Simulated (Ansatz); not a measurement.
# C₂H₇FGaN: a ladder of functionals and wavefunction methods

How much do the methods differ for C₂H₇FGaN? The plan is to run it at one geometry with functionals of several rungs and with coupled cluster. The yardstick is the atomisation energy at the CCSD(T) limit.

Method: functionals in def2-TZVPP, the program's frozen cores in correlated methods; program: Ansatz 0.2.0, Gaussian basis.

Levels to be run: PBE-D4, r2SCAN-D4, PBE0-D4, B3LYP-D4, ωB97X-V, ωB97M-V, B2PLYP; CCSD(T)/def2-TZVPP; MP2/def2-QZVPP; extrapolation to the limit.

## Step 1: Structure used throughout

The geometry comes from an earlier relaxation with PBE0-D4 in a triple-zeta def2 set; it is a stationary point, not always the lowest conformer.

SMILES `[CH3][Ga]([NH2])[CH2]F`, 12 atoms, charge 0, spin multiplicity 1.

Atoms are counted from 1 here; the program's logs count them from 0.

Bond lengths: C1–Ga2 1.958 Å, C1–H6 1.091 Å, C1–H7 1.092 Å, C1–H8 1.092 Å, Ga2–N3 1.821 Å, Ga2–C4 1.993 Å, N3–H9 1.006 Å, N3–H10 1.006 Å, C4–F5 1.397 Å, C4–H11 1.096 Å, C4–H12 1.096 Å. Angles: Ga2–C1–H6 111.7°, Ga2–C1–H7 110.2°, Ga2–C1–H8 110.2°, H6–C1–H7 108.7°, H6–C1–H8 108.7°, H7–C1–H8 107.1°, C1–Ga2–N3 119.6°, C1–Ga2–C4 125.0°, N3–Ga2–C4 115.3°, Ga2–N3–H9 123.7°, Ga2–N3–H10 124.9°, H9–N3–H10 111.4°, Ga2–C4–F5 110.8°, Ga2–C4–H11 111.7°, Ga2–C4–H12 111.8°, F5–C4–H11 107.7°, F5–C4–H12 107.7°, H11–C4–H12 107.0°.

## Step 2: PBE-D4 (GGA)

Input file in.yaml:

```yaml
crystal:
  periodic: [false, false, false]
  atoms:
    - {symbol: C, position_ang: [-1.748422, 0.567325, -0.495577]}
    - {symbol: Ga, position_ang: [0.019771, -0.164324, -0.079303]}
    - {symbol: N, position_ang: [0.505078, -1.785012, -0.754129]}
    - {symbol: C, position_ang: [1.390415, 0.732062, 1.056058]}
    - {symbol: F, position_ang: [0.920448, 1.962393, 1.520619]}
    - {symbol: H, position_ang: [-2.327182, -0.108767, -1.126284]}
    - {symbol: H, position_ang: [-1.648892, 1.525879, -1.009855]}
    - {symbol: H, position_ang: [-2.307141, 0.752058, 0.424629]}
    - {symbol: H, position_ang: [-0.088818, -2.345571, -1.341405]}
    - {symbol: H, position_ang: [1.390272, -2.234166, -0.592869]}
    - {symbol: H, position_ang: [1.653799, 0.125261, 1.929347]}
    - {symbol: H, position_ang: [2.317673, 0.917463, 0.502871]}
basis:
  gaussian: {orbitals: def2-TZVPP}
hamiltonian: {xc: pbe, dispersion: d4}
output: {forces: true, orbitals: {seedname: orbitals}}
```

Run with:

```
$ ansatz run in.yaml --threads 4 --pin off --events-out ev --progress --plain --max-ram 10444MiB
```

The runs that follow: r2SCAN-D4 (meta-GGA); PBE0-D4 (hybrid); B3LYP-D4 (hybrid); ωB97X-V (range-separated); ωB97M-V (range-separated); B2PLYP (double hybrid); CCSD(T) in def2-TZVPP; MP2 in def2-QZVPP.

**Question.** What will the summary of the whole plan be? Wanted: atomisation energy, CCSD(T)/CBS; farthest; mean size of error, hybrid; mean size of error, range-separated; gap, smallest and largest; T1 diagnostic; triples share of the correlation energy.

As calculated:

| quantity | value |
| --- | --- |
| atomisation energy, CCSD(T)/CBS | 43.525 eV |
| functionals within 0.435 eV (1.0 %) | r2SCAN-D4, PBE0-D4, B3LYP-D4, ωB97X-V, ωB97M-V |
| farthest | PBE-D4 (+0.660 eV) |
| mean size of error, hybrid | 0.191 eV |
| mean size of error, range-separated | 0.051 eV |
| gap, smallest and largest | 5.03 eV (PBE-D4), 11.61 eV (ωB97X-V) |
| T1 diagnostic | 0.0123 |
| triples share of the correlation energy | 3.6 % |

What this shows: PBE-D4 is off by +0.660 eV. Double hybrids carry the basis error of their MP2 part in triple zeta, and no dispersion term here, so their miss is partly the set-up's. Misses under about 0.435 eV are within the doubt on the reference itself, which lacks core-valence correlation, relativity and higher excitations, and its outer-core shells are covered unevenly. Hartree-Fock recovers 71 % of the binding; the rest is correlation. Orbital gaps span 5.0 to 11.6 eV; exact exchange widens them. Correlated methods include outer-core shells of Ga, which these sets cover unevenly.
